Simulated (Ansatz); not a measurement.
**C₆H₄F₆O₂Sn: how energies converge with the basis set**

The task here is to estimate one member of a computed series from the others.

Method: one geometry, several basis sets; program: Ansatz 0.2.0, Gaussian basis.

Levels to be run: PBE0-D4/def2-SVP; ωB97M-V/def2-SVP; PBE0-D4/def2-QZVPP; ωB97M-V/def2-QZVPP; the functionals' def2-TZVPP values are taken from earlier runs.

**Structure used throughout**

All runs share one geometry, relaxed beforehand with PBE0-D4 in a triple-zeta def2 set. Sn takes the def2 core potential; no spin-orbit term is included.

SMILES `[CH3][Sn-]1[O]C(C(F)(F)F)=CC(C(F)(F)F)=[O+]1`, 19 atoms, charge 0, spin multiplicity 1.

Atoms are counted from 1 here; the program's logs count them from 0.

Bond lengths: C1–Sn2 2.181 Å, C1–H16 1.092 Å, C1–H17 1.093 Å, C1–H18 1.093 Å, Sn2–O3 2.211 Å, Sn2–O15 2.211 Å, O3–C4 1.251 Å, C4–C5 1.540 Å, C4–C9 1.392 Å, C5–F6 1.332 Å, C5–F7 1.331 Å, C5–F8 1.332 Å, C9–C10 1.392 Å, C9–H19 1.077 Å, C10–C11 1.540 Å, C10–O15 1.251 Å, C11–F12 1.331 Å, C11–F13 1.332 Å and more. Angles: Sn2–C1–H16 111.5°, Sn2–C1–H17 109.9°, Sn2–C1–H18 109.9°, H16–C1–H17 108.7°, H16–C1–H18 108.7°, H17–C1–H18 108.1°, C1–Sn2–O3 89.5°, C1–Sn2–O15 89.5°, O3–Sn2–O15 81.7°, Sn2–O3–C4 127.7°, O3–C4–C5 112.8°, O3–C4–C9 128.8°, C5–C4–C9 118.4°, C4–C5–F6 109.7°, C4–C5–F7 109.9°, C4–C5–F8 112.7°, F6–C5–F7 108.3°, F6–C5–F8 108.0° and more.

The first run:

The input, in.yaml:

```yaml
crystal:
  periodic: [false, false, false]
  atoms:
    - {symbol: C, position_ang: [-1.293287, -0.673891, 2.498798]}
    - {symbol: Sn, position_ang: [0.784223, -0.010594, 2.548605]}
    - {symbol: O, position_ang: [0.310621, 1.520807, 1.025070]}
    - {symbol: C, position_ang: [0.110649, 1.347309, -0.197943]}
    - {symbol: C, position_ang: [-0.413386, 2.612031, -0.902674]}
    - {symbol: F, position_ang: [-1.564946, 2.989106, -0.350716]}
    - {symbol: F, position_ang: [0.462388, 3.604042, -0.763025]}
    - {symbol: F, position_ang: [-0.622957, 2.426513, -2.205300]}
    - {symbol: C, position_ang: [0.311377, 0.200391, -0.960752]}
    - {symbol: C, position_ang: [0.855031, -0.969229, -0.437406]}
    - {symbol: C, position_ang: [1.115699, -2.146832, -1.394503]}
    - {symbol: F, position_ang: [2.410913, -2.452086, -1.394449]}
    - {symbol: F, position_ang: [0.754267, -1.880789, -2.648991]}
    - {symbol: F, position_ang: [0.433495, -3.215507, -0.988029]}
    - {symbol: O, position_ang: [1.191825, -1.218542, 0.741730]}
    - {symbol: H, position_ang: [-1.682294, -0.693863, 1.478623]}
    - {symbol: H, position_ang: [-1.914058, -0.001015, 3.096624]}
    - {symbol: H, position_ang: [-1.374474, -1.678058, 2.923738]}
    - {symbol: H, position_ang: [0.083113, 0.235807, -2.013001]}
basis:
  gaussian: {orbitals: def2-SVP}
hamiltonian: {xc: pbe0, dispersion: d4}
output: {orbitals: {seedname: orbitals}}
```

Command:

```console
ansatz run in.yaml --threads 11 --pin off --events-out ev --progress --plain --max-ram 110592MiB --backend cpu
```

Steps of the session up to this table: PBE0-D4 in def2-SVP; ωB97M-V in def2-SVP; PBE0-D4 in def2-QZVPP; ωB97M-V in def2-QZVPP.

One table of the session follows, with a row left open; its other results are not shown here.

It belongs to the step «Functionals by basis». 

```
functional       basis  HOMO (eV)  LUMO (eV)
   PBE0-D4    def2-SVP      -6.60      -2.82
   PBE0-D4  def2-TZVPP      -6.66      -2.96
   PBE0-D4  def2-QZVPP      -6.67      -3.00
   ωB97M-V    def2-SVP          ?          ?
   ωB97M-V  def2-TZVPP      -8.74      -0.85
   ωB97M-V  def2-QZVPP      -8.75      -0.90
```

Estimate the missing values for ωB97M-V, def2-SVP.

As computed: HOMO (eV): -8.66; LUMO (eV): -0.67. In the column «HOMO (eV)» it lies between ωB97M-V, def2-TZVPP (-8.74) and PBE0-D4, def2-QZVPP (-6.67).
